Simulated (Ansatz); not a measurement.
# CH8OSiSn: the cost of one run

Program: Ansatz 0.2.0, Gaussian basis. Level of theory: functionals in def2-TZVPP, the program's frozen cores in correlated methods. These are calculated values, not measurements.

Levels to be run: PBE-D4, r2SCAN-D4, PBE0-D4, B3LYP-D4, ωB97X-V, ωB97M-V, B2PLYP; CCSD(T)/def2-TZVPP; MP2/def2-QZVPP; extrapolation to the limit.

## (1) The relaxed structure

All runs share one geometry, relaxed beforehand with PBE0-D4 in a triple-zeta def2 set. Sn takes the def2 core potential; no spin-orbit term is included.

SMILES `[SiH3]C[O][SnH3]`, 12 atoms, charge 0, spin multiplicity 1.

Atoms are counted from 1 here; the program's logs count them from 0.

Bond lengths: Si1–C2 1.889 Å, Si1–H5 1.491 Å, Si1–H6 1.486 Å, Si1–H7 1.486 Å, C2–O3 1.412 Å, C2–H8 1.102 Å, C2–H9 1.102 Å, O3–Sn4 1.973 Å, Sn4–H10 1.698 Å, Sn4–H11 1.708 Å, Sn4–H12 1.708 Å. Angles: C2–Si1–H5 109.5°, C2–Si1–H6 110.1°, C2–Si1–H7 110.1°, H5–Si1–H6 108.9°, H5–Si1–H7 108.9°, H6–Si1–H7 109.2°, Si1–C2–O3 107.8°, Si1–C2–H8 109.1°, Si1–C2–H9 109.1°, O3–C2–H8 112.3°, O3–C2–H9 112.3°, H8–C2–H9 106.2°, C2–O3–Sn4 119.0°, O3–Sn4–H10 104.0°, O3–Sn4–H11 106.9°, O3–Sn4–H12 106.9°, H10–Sn4–H11 113.6°, H10–Sn4–H12 113.6° and more.

## (2) PBE-D4 (GGA)

Input file in.yaml:

```yaml
crystal:
  periodic: [false, false, false]
  atoms:
    - {symbol: Si, position_ang: [-1.772926, 0.876369, 0.997414]}
    - {symbol: C, position_ang: [-0.622748, -0.021759, -0.202838]}
    - {symbol: O, position_ang: [0.689967, 0.063735, 0.310192]}
    - {symbol: Sn, position_ang: [2.167324, -0.773607, -0.694865]}
    - {symbol: H, position_ang: [-3.173138, 0.808544, 0.490489]}
    - {symbol: H, position_ang: [-1.713133, 0.235920, 2.336855]}
    - {symbol: H, position_ang: [-1.371925, 2.302042, 1.117870]}
    - {symbol: H, position_ang: [-0.712445, 0.438134, -1.200382]}
    - {symbol: H, position_ang: [-0.960960, -1.064781, -0.313975]}
    - {symbol: H, position_ang: [3.542696, -0.448124, 0.246505]}
    - {symbol: H, position_ang: [1.802143, -2.438002, -0.818856]}
    - {symbol: H, position_ang: [2.202147, -0.033669, -2.234409]}
basis:
  gaussian: {orbitals: def2-TZVPP}
hamiltonian: {xc: pbe, dispersion: d4}
output: {forces: true, orbitals: {seedname: orbitals}}
```

Command:

```
$ ansatz run in.yaml --threads 4 --pin off --events-out ev --progress --plain --max-ram 10444MiB
```

What time and memory should one allow on 4 threads of Arm Neoverse V1, shared host?

About 3.4 s, with a peak of 0.36 GiB.
